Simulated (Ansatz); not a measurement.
Here is an Ansatz 0.2.0 calculation.

The input input.yaml:

```yaml
crystal:
  lattice:
    - [0.0, 3.065908, 3.065908]
    - [3.065908, 0.0, 3.065908]
    - [3.065908, 3.065908, 0.0]
  atoms:
    - { symbol: Ge, position: [0.0, 0.0, 0.0] }
    - { symbol: Ni, position: [0.25, 0.25, 0.25], spin: 1.0 }
    - { symbol: Be, position: [0.130208, 0.623264, 0.623264] }
    - { symbol: Be, position: [0.623264, 0.623264, 0.623264] }
    - { symbol: Be, position: [0.623264, 0.623264, 0.130208] }
    - { symbol: Be, position: [0.623264, 0.130208, 0.623264] }
hamiltonian:
  xc: pbe
  pseudopotentials: { kind: paw }
magnetization:
  spin_polarized: true
kpoints:
  mp_grid: { grid: [8, 8, 8] }
scf:
  occupations: { method: fermi_dirac, width: 0.05 }
output:
  forces: true
  stress: true
  eigenvalues: true
```

Potentials or basis: Ansatz PAW.

Run with:

```bash
$ ansatz run input.yaml --threads 2 --pin off --max-ram 5120MiB --backend cpu --events-out ev --progress --plain --runs-dir out
```

Question: Predict the absolute moment.

Answer: 0.00 μB per cell.

Question: Estimate the pressure.

Answer: -0.4 GPa.

Question: Estimate the largest force.

Answer: 0.023 eV/Å.

Forces on the atoms (eV/Å):
```
Ge   0.000  0.000  0.000
Ni   0.000  0.000  0.000
Be   0.013 -0.013 -0.013
Be   0.013  0.013  0.013
Be  -0.013 -0.013  0.013
Be  -0.013  0.013 -0.013
```

Caveat: the starting moments weren't kept.
